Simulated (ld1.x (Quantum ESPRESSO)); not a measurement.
# Pseudopotential generation for Co: TM, PBEsol

Task: generate the file, and judge it by its errors in other configurations, its logarithmic derivatives, its ghosts and its cutoff.

Program: ld1.x (Quantum ESPRESSO) 7.5. Reference atom: PBEsol, scalar-relativistic, spherical and spin-unpolarised. All values are calculated.

**1. The atom and the settings**

Typed settings, in words:

| Item | Value |
| --- | --- |
| element | cobalt (Co, Z = 27) |
| type | norm-conserving Troullier–Martins (Kleinman–Bylander form) |
| frozen core | [Ar] |
| valence charge | 9 |
| reference configuration | 3d7 4s2 4p0 |
| partial waves | 4p (bound, empty): rc 2.80 bohr; 3d (bound): rc 1.80 bohr; 4s (bound): rc 2.00 bohr |
| local potential | the s channel |
| core correction | not asked for |

The outer shells as boxes (Hund's rule for the drawing; the calculation is spin-unpolarised):

```
[Ar] core
3d [↑↓][↑↓][↑ ][↑ ][↑ ]
4s [↑↓]
4p [  ][  ][  ]
```

The nodes and maxima of the atom's own shells, from an earlier all-electron run, set the scale for the radii.

All-electron outer shells of the reference configuration (PBEsol, scalar-relativistic, ld1.x):

```
shell  level (eV)  outermost node (bohr)  outermost maximum (bohr)
   3s     -102.14                   0.31                      0.66
   3p      -65.51                   0.28                      0.68
   3d       -8.23                      –                      0.66
   4s       -5.49                   0.96                      2.32
   4p       -1.25                   1.05                      3.21
```

**2. Generation**

Co.in reads:

```
 &input
   title='Co', zed=27., rel=1, dft='PBESOL', iswitch=3,
   config='[Ar] 3d7 4s2 4p0',
   nld=3, rlderiv=3.05, eminld=-3.0, emaxld=5.0, deld=0.02
 /
 &inputp
   pseudotype=2, tm=.true., lloc=0,
   nlcc=.false.,
   file_pseudopw='Co.UPF', file_wfcaegen='ae.wfc', file_wfcncgen='nc.wfc', file_beta='beta', file_chi='chi'
 /
3
4P  2  1   0.00   0.00  2.80  2.80  0.0
3D  3  2   7.00   0.00  1.80  1.80  0.0
4S  1  0   2.00   0.00  2.00  2.00  0.0
 &test
   configts(1)='3d7 4s2 4p0'
 /
```

Started as:

```console
$ ld1.x < Co.in > Co.out
```

What the program wrote to Co.out (without the banner and most projector matrices):

```text
     Program LD1 v.7.5
     --------------------------- All-electron run ----------------------------

     Co
     scalar relativistic calculation

     atomic number is 27.00
     dft =PBESOL   lsd =0 sic =0 latt =0  beta=0.20 tr2=1.0E-14
     Exchange-correlation= PBESOL
                           (   1   4  10   8   0   0   0)
     mesh =1193 r(mesh) =  99.89935 a.u. xmin = -7.00 dx = 0.01250
     1 Ry =  13.60569312 eV, c = 137.03599908

     n l     nl                  e(Ry)          e(Ha)          e(eV)
     1 0     1S 1( 2.00)      -557.5279      -278.7639     -7585.5535
     2 0     2S 1( 2.00)       -66.0073       -33.0036      -898.0745
     2 1     2P 1( 6.00)       -56.5538       -28.2769      -769.4538
     3 0     3S 1( 2.00)        -7.5070        -3.7535      -102.1374
     3 1     3P 1( 6.00)        -4.8149        -2.4075       -65.5103
     3 2     3D 1( 7.00)        -0.6049        -0.3024        -8.2295
     4 0     4S 1( 2.00)        -0.4034        -0.2017        -5.4889
     4 1     4P 1( 0.00)        -0.0917        -0.0458        -1.2473

     final scf error:  1.3E-15 reached in  29 iterations

     Etot =   -2783.805460 Ry,   -1391.902730 Ha,  -37875.602796 eV

     Ekin =    2819.428734 Ry,    1409.714367 Ha,   38360.282133 eV
     Encl =   -6671.587230 Ry,   -3335.793615 Ha,  -90771.568499 eV
     Eh   =    1184.439232 Ry,     592.219616 Ha,   16115.116720 eV
     Exc  =    -116.086195 Ry,     -58.043098 Ha,   -1579.433151 eV

     normalization and overlap integrals

     s(1S/1S) =  1.000000  <r> =   0.0562  <r2> =    0.0043  r(max) =   0.0366
     s(2S/2S) =  1.000000  <r> =   0.2557  <r2> =    0.0772  r(max) =   0.2131
     s(2P/2P) =  1.000000  <r> =   0.2251  <r2> =    0.0622  r(max) =   0.1723
     s(3S/3S) =  1.000000  <r> =   0.7743  <r2> =    0.6927  r(max) =   0.6648
     s(3P/3P) =  1.000000  <r> =   0.8165  <r2> =    0.7877  r(max) =   0.6816
     s(3D/3D) =  1.000000  <r> =   1.0715  <r2> =    1.5579  r(max) =   0.6648
     s(4S/4S) =  1.000000  <r> =   2.8807  <r2> =    9.6862  r(max) =   2.3202
     s(4P/4P) =  1.000000  <r> =   4.3669  <r2> =   23.2167  r(max) =   3.2113

     ------------------------ End of All-electron run ------------------------

     --------------------- Generating NC pseudopotential ---------------------

      Generating local pot.: lloc=0, matching radius rcloc =   2.0000

      Wfc   4P  rcut= 2.799  Using Troullier-Martins method

      Wfc   3D  rcut= 1.785  Using Troullier-Martins method

     ------------------- End of pseudopotential generation -------------------

     [... the all-electron block is printed once more ...]


     Computing logarithmic derivative in   3.03567
     Message from routine run_pseudo:
     Warning: convergence not achieved
     Computing logarithmic derivative in   3.03567
     Computing the partial wave expansion
       no projector for channel:   0
     R is outside the sphere for l=    1 j= 0.00
     R is outside the sphere for l=    2 j= 0.00

     ---------------------- Testing the pseudopotential ----------------------

     Co
     scalar relativistic calculation

     atomic number is 27.00   valence charge is  9.00
     dft =PBESOL   lsd =0 sic =0 latt =0  beta=0.20 tr2=1.0E-14
     mesh =1193 r(mesh) =  99.89935 xmin = -7.00 dx = 0.01250

     n l     nl             e AE (Ry)        e PS (Ry)    De AE-PS (Ry)
     3 2     3D   1( 7.00)       -0.60486       -0.60486        0.00000
     1 0     4S   1( 2.00)       -0.40343       -0.40343        0.00000
     2 1     4P   1( 0.00)       -0.09167       -0.09167       -0.00000

     eps = 1.6E-11  iter =201

     Etot =   -2783.805460 Ry,   -1391.902730 Ha,  -37875.602796 eV
     Etotps =   -54.516120 Ry,     -27.258060 Ha,    -741.729592 eV

     Ekin =      76.370133 Ry,      38.185066 Ha,    1039.068589 eV
     Encl =     -83.849084 Ry,     -41.924542 Ha,   -1140.824906 eV
     Ehrt =      52.400292 Ry,      26.200146 Ha,     712.942292 eV
     Ecxc =      -9.643837 Ry,      -4.821918 Ha,    -131.211081 eV
     Epseu=     -89.793624 Ry,     -44.896812 Ha,   -1221.704487 eV

     ---------------------- End of pseudopotential test ----------------------
```

It took 2.8 s on 1 thread, shared host. This counts the later configuration tests of the new file too.

Partial waves on a coarse radial grid (AE all-electron, PS pseudo):

```tsv
r (bohr)	3d AE	3d PS	4s AE	4s PS
0.140	0.1662	0.0248	0.1494	0.0174
0.280	0.5281	0.1732	0.0451	0.0362
0.420	0.7994	0.4641	-0.1828	0.0580
0.560	0.9281	0.7915	-0.2742	0.0845
0.700	0.9501	1.0146	-0.2330	0.1175
0.840	0.9114	1.0690	-0.1189	0.1588
0.980	0.8444	0.9916	0.0208	0.2096
1.120	0.7672	0.8596	0.1588	0.2697
1.260	0.6896	0.7309	0.2819	0.3371
1.400	0.6161	0.6281	0.3851	0.4073
1.540	0.5486	0.5503	0.4677	0.4743
1.680	0.4878	0.4878	0.5311	0.5323
1.820	0.4336	0.4336	0.5775	0.5775
1.960	0.3854	0.3854	0.6091	0.6091
2.100	0.3428	0.3428	0.6285	0.6285
2.240	0.3050	0.3050	0.6374	0.6374
2.380	0.2716	0.2716	0.6379	0.6379
2.520	0.2419	0.2419	0.6315	0.6315
2.660	0.2156	0.2156	0.6196	0.6196
2.800	0.1921	0.1921	0.6033	0.6033
2.940	0.1713	0.1713	0.5837	0.5837
3.080	0.1528	0.1528	0.5616	0.5616
3.220	0.1363	0.1363	0.5378	0.5378
3.360	0.1216	0.1216	0.5128	0.5128
3.500	0.1084	0.1084	0.4871	0.4871
3.640	0.0967	0.0967	0.4612	0.4612
```

**3. Configuration tests**

Co.test.in reads:

```
 &input
   title='Co', zed=27., rel=1, dft='PBESOL', iswitch=2,
   config='[Ar] 3d7 4s2 4p0'
 /
 &test
   file_pseudo='Co.UPF', nconf=8,
   configts(1)='3d7 4s2 4p0',
   configts(2)='3d7 4s1 4p0',
   configts(3)='3d7 4s0 4p0',
   configts(4)='3d6 4s0 4p0',
   configts(5)='3d7.5 4s1.5 4p0',
   configts(6)='3d6 4s2 4p1',
   configts(7)='3d7 4s0 4p1',
   configts(8)='3d7 4s0 4p2'
 /
```

Started as:

```console
$ ld1.x < Co.test.in > Co.test.out
```

Co.test.out, the pseudopotential blocks, each with the warnings that came before it:

```text
     Warning: convergence not achieved
     ---------------------- Testing the pseudopotential ----------------------

     Co
     scalar relativistic calculation

     atomic number is 27.00   valence charge is  9.00
     dft =PBESOL   lsd =0 sic =0 latt =0  beta=0.20 tr2=1.0E-14
     mesh =1193 r(mesh) =  99.89935 xmin = -7.00 dx = 0.01250

     n l     nl             e AE (Ry)        e PS (Ry)    De AE-PS (Ry)
     3 2     3D   1( 7.00)       -0.60486       -0.60486        0.00000
     1 0     4S   1( 2.00)       -0.40343       -0.40343        0.00000
     2 1     4P   1( 0.00)       -0.09167       -0.09167       -0.00000

     eps = 4.6E-12  iter =201

     Etot =   -2783.805460 Ry,   -1391.902730 Ha,  -37875.602796 eV
     Etotps =   -54.516120 Ry,     -27.258060 Ha,    -741.729592 eV

     Ekin =      76.370133 Ry,      38.185066 Ha,    1039.068589 eV
     Encl =     -83.849084 Ry,     -41.924542 Ha,   -1140.824906 eV
     Ehrt =      52.400292 Ry,      26.200146 Ha,     712.942292 eV
     Ecxc =      -9.643837 Ry,      -4.821918 Ha,    -131.211081 eV
     Epseu=     -89.793624 Ry,     -44.896812 Ha,   -1221.704487 eV

     ---------------------- End of pseudopotential test ----------------------

     Warning: convergence not achieved
     ---------------------- Testing the pseudopotential ----------------------

     Co
     [...]
     n l     nl             e AE (Ry)        e PS (Ry)    De AE-PS (Ry)
     3 2     3D   1( 7.00)       -1.24860       -1.24632       -0.00228
     1 0     4S   1( 1.00)       -0.93769       -0.93754       -0.00015
     2 1     4P   1( 0.00)       -0.54515       -0.54542        0.00027

     eps = 1.3E-11  iter =201

     Etot =   -2783.140642 Ry,   -1391.570321 Ha,  -37866.557492 eV
     Etotps =   -53.851219 Ry,     -26.925609 Ha,    -732.683157 eV
     dEtot_ae =       0.664818 Ry
     dEtot_ps =       0.664901 Ry,   Delta E=      -0.000083 Ry

     [...]
     ---------------------- End of pseudopotential test ----------------------

     ---------------------- Testing the pseudopotential ----------------------

     Co
     [...]
     n l     nl             e AE (Ry)        e PS (Ry)    De AE-PS (Ry)
     3 2     3D   1( 7.00)       -1.98701       -1.98104       -0.00596  !
     1 0     4S   1( 0.00)       -1.52376       -1.51804       -0.00572  !
     2 1     4P   1( 0.00)       -1.06215       -1.05846       -0.00368

     eps = 1.9E-16  iter =  7

     Etot =   -2781.913433 Ry,   -1390.956717 Ha,  -37849.860468 eV
     Etotps =   -52.625862 Ry,     -26.312931 Ha,    -716.011328 eV
     dEtot_ae =       1.892026 Ry
     dEtot_ps =       1.890258 Ry,   Delta E=       0.001769 Ry

     [...]
     ---------------------- End of pseudopotential test ----------------------

     ---------------------- Testing the pseudopotential ----------------------

     Co
     [...]
     n l     nl             e AE (Ry)        e PS (Ry)    De AE-PS (Ry)
     3 2     3D   1( 6.00)       -3.31702       -3.35276        0.03574  !
     1 0     4S   1( 0.00)       -2.36080       -2.35463       -0.00617  !
     2 1     4P   1( 0.00)       -1.80280       -1.79139       -0.01141  !

     eps = 2.9E-15  iter = 11

     Etot =   -2779.279464 Ry,   -1389.639732 Ha,  -37814.023495 eV
     Etotps =   -49.976895 Ry,     -24.988447 Ha,    -679.970295 eV
     dEtot_ae =       4.525995 Ry
     dEtot_ps =       4.539225 Ry,   Delta E=      -0.013229 Ry

     [...]
     ---------------------- End of pseudopotential test ----------------------

     Warning: convergence not achieved
     ---------------------- Testing the pseudopotential ----------------------

     Co
     [...]
     n l     nl             e AE (Ry)        e PS (Ry)    De AE-PS (Ry)
     3 2     3D   1( 7.50)       -0.44612       -0.43408       -0.01203  !
     1 0     4S   1( 1.50)       -0.36049       -0.36215        0.00166
     2 1     4P   1( 0.00)       -0.07252       -0.07372        0.00120

     eps = 4.5E-11  iter =201

     Etot =   -2783.876374 Ry,   -1391.938187 Ha,  -37876.567637 eV
     Etotps =   -54.583412 Ry,     -27.291706 Ha,    -742.645150 eV
     dEtot_ae =      -0.070914 Ry
     dEtot_ps =      -0.067292 Ry,   Delta E=      -0.003622 Ry

     [...]
     ---------------------- End of pseudopotential test ----------------------

     Warning: convergence not achieved
     ---------------------- Testing the pseudopotential ----------------------

     Co
     [...]
     n l     nl             e AE (Ry)        e PS (Ry)    De AE-PS (Ry)
     3 2     3D   1( 6.00)       -1.11590       -1.15168        0.03578  !
     1 0     4S   1( 2.00)       -0.57290       -0.57302        0.00012
     2 1     4P   1( 1.00)       -0.19249       -0.19044       -0.00205

     eps = 1.9E-12  iter =201

     Etot =   -2783.093167 Ry,   -1391.546584 Ha,  -37865.911564 eV
     Etotps =   -53.785532 Ry,     -26.892766 Ha,    -731.789448 eV
     dEtot_ae =       0.712292 Ry
     dEtot_ps =       0.730587 Ry,   Delta E=      -0.018295 Ry

     [...]
     ---------------------- End of pseudopotential test ----------------------

     ---------------------- Testing the pseudopotential ----------------------

     Co
     [...]
     n l     nl             e AE (Ry)        e PS (Ry)    De AE-PS (Ry)
     3 2     3D   1( 7.00)       -1.35859       -1.35768       -0.00092
     1 0     4S   1( 0.00)       -1.00557       -1.00433       -0.00124
     2 1     4P   1( 1.00)       -0.60535       -0.60518       -0.00018

     eps = 2.7E-15  iter =  8

     Etot =   -2782.744195 Ry,   -1391.372098 Ha,  -37861.163558 eV
     Etotps =   -53.455460 Ry,     -26.727730 Ha,    -727.298579 eV
     dEtot_ae =       1.061264 Ry
     dEtot_ps =       1.060660 Ry,   Delta E=       0.000605 Ry

     [...]
     ---------------------- End of pseudopotential test ----------------------

     ---------------------- Testing the pseudopotential ----------------------

     Co
     [...]
     n l     nl             e AE (Ry)        e PS (Ry)    De AE-PS (Ry)
     3 2     3D   1( 7.00)       -0.85050       -0.85166        0.00116
     1 0     4S   1( 0.00)       -0.55418       -0.55337       -0.00081
     2 1     4P   1( 2.00)       -0.20549       -0.20540       -0.00009

     eps = 9.0E-16  iter =  9

     Etot =   -2783.142810 Ry,   -1391.571405 Ha,  -37866.586990 eV
     Etotps =   -53.853993 Ry,     -26.926997 Ha,    -732.720909 eV
     dEtot_ae =       0.662650 Ry
     dEtot_ps =       0.662126 Ry,   Delta E=       0.000524 Ry

     [...]
     ---------------------- End of pseudopotential test ----------------------
```

The tests as a table, with energies relative to 3d7 4s2 4p0. A star marks tests that logged a warning.

| valence configuration | charge | ΔE all-electron (eV) | error AE − PS (meV) |
| --- | --- | --- | --- |
| 3d7 4s1 4p0 * | +1 | 9.045 | -1.1 |
| 3d7 4s0 4p0 | +2 | 25.742 | +24 |
| 3d6 4s0 4p0 | +3 | 61.579 | -180 |
| 3d7.5 4s1.5 4p0 * | 0 | -0.965 | -49 |
| 3d6 4s2 4p1 * | 0 | 9.691 | -249 |
| 3d7 4s0 4p1 | +1 | 14.439 | +8.2 |
| 3d7 4s0 4p2 | 0 | 9.016 | +7.1 |

**4. Does it scatter like the atom?**

Taken from the files of the generation run. The phase is arctan(r·u′/u) with u = r·R, unwrapped, with energies in Ry. A pole is an energy at which the radial function vanishes at the test radius. The pseudo phase is shifted by a multiple of π to meet the all-electron one at the reference energy. Levels narrower than the energy grid can be missing from the poles. The last column is the largest difference on the grid between −1 and +1 Ry.

| channel | radius (bohr) | reference (Ry) | poles AE | poles PS | window around the reference with phases within 0.05 rad (Ry) | largest difference near zero (rad) |
| --- | --- | --- | --- | --- | --- | --- |
| s | 3.04 | -0.40 | 0.52 | 0.51 | below 2.0 | 0.005 |
| p | 3.04 | -0.09 | 1.34 | 1.32 | below 3.3 | 0.002 |
| d | 3.04 | -0.60 | -0.56, 2.84 | -0.56, 3.48 | below 0.4 | 0.202 |

Phases (rad) along the scan:

```tsv
E (Ry)	d AE	d PS	p AE	p PS
-3.00	1.385	1.385	1.368	1.367
-2.52	1.369	1.369	1.346	1.346
-2.04	1.347	1.348	1.316	1.315
-1.56	1.316	1.317	1.270	1.269
-1.08	1.255	1.258	1.188	1.187
-0.60	-1.259	-1.259	0.998	0.998
-0.12	-1.909	-1.898	0.246	0.246
0.36	-2.107	-2.068	-1.091	-1.093
0.84	-2.681	-2.479	-1.437	-1.439
1.32	-3.970	-3.615	-1.567	-1.570
1.80	-4.448	-4.302	-1.650	-1.655
2.28	-4.611	-4.522	-1.729	-1.736
2.76	-4.700	-4.625	-1.836	-1.851
3.24	-4.766	-4.688	-2.062	-2.104
3.72	-4.831	-4.735	-2.907	-3.047
4.20	-4.920	-4.776	-4.117	-4.150
4.68	-5.096	-4.819	-4.436	-4.439
```

**5. Cutoff and ghost test in a Bessel basis**

A separate test, outside the generator: the pseudo-atom's Hamiltonian at the reference potential is diagonalised in spherical Bessel functions j_l(qr) that vanish at 20 bohr, with q² up to the cutoff.

All-electron valence levels (Ry): 4p -0.0917, 3d -0.6049, 4s -0.4034. The lowest levels of each channel (Ry) by cutoff; the last column sums, over occupied levels, occupation times the distance from the level at 400 Ry. A positive value at high cutoff is not a bound level.

```tsv
cutoff (Ry)	p #1	d #1	s #1	f #1	Σ f·Δε (mRy)
8	-0.0911	0.0622	-0.3994	0.1126	4677.6
15	-0.0916	0.0622	-0.4011	0.1126	4673.8
21	-0.0916	0.0621	-0.4028	0.1126	4669.7
35	-0.0917	0.0595	-0.4033	0.1126	4650.7
45	-0.0917	-0.2171	-0.4034	0.1126	2714.2
60	-0.0917	-0.5484	-0.4034	0.1126	395.1
80	-0.0917	-0.6015	-0.4034	0.1126	23.7
90	-0.0917	-0.6043	-0.4034	0.1126	4.2
110	-0.0917	-0.6045	-0.4034	0.1126	2.7
140	-0.0917	-0.6047	-0.4034	0.1126	1.1
160	-0.0917	-0.6048	-0.4034	0.1126	0.3
200	-0.0917	-0.6049	-0.4034	0.1126	0.0
400	-0.0917	-0.6049	-0.4034	0.1126	0.0
```

The sum stays within 10 mRy from 90 Ry and within 1 mRy from 160 Ry. The sum leaves out empty levels, which can need more. Ghost test: no level below the all-electron spectrum of its channel (p, d, s, f tested).

**6. Summary of results**

| quantity | value |
| --- | --- |
| cutoffs for 10 and 1 mRy, occupied levels | 90 Ry and 160 Ry |
| bound ghosts | none found |
| largest test error (AE − PS) | -249 meV, for 3d6 4s2 4p1 (one of 4 tests with a warning) |
| largest phase difference near zero energy, channels read | 0.202 rad |

In words: The worst unpolarised test, 3d6 4s2 4p1, is off by 249 meV on 9.7 eV; by total energies transferability rates as poor. It counts as hard, with 90 Ry needed at the looser tolerance. The slowest occupied level is 3d: taken alone it needs 90 Ry to come within 1 mRy, against 21 Ry for 4s. The Bessel-basis test finds no level below the valence levels. Near zero energy the largest phase difference among the channels read is 0.20 rad, in the d channel. These are tests on the free atom; a crystal test is still owed.
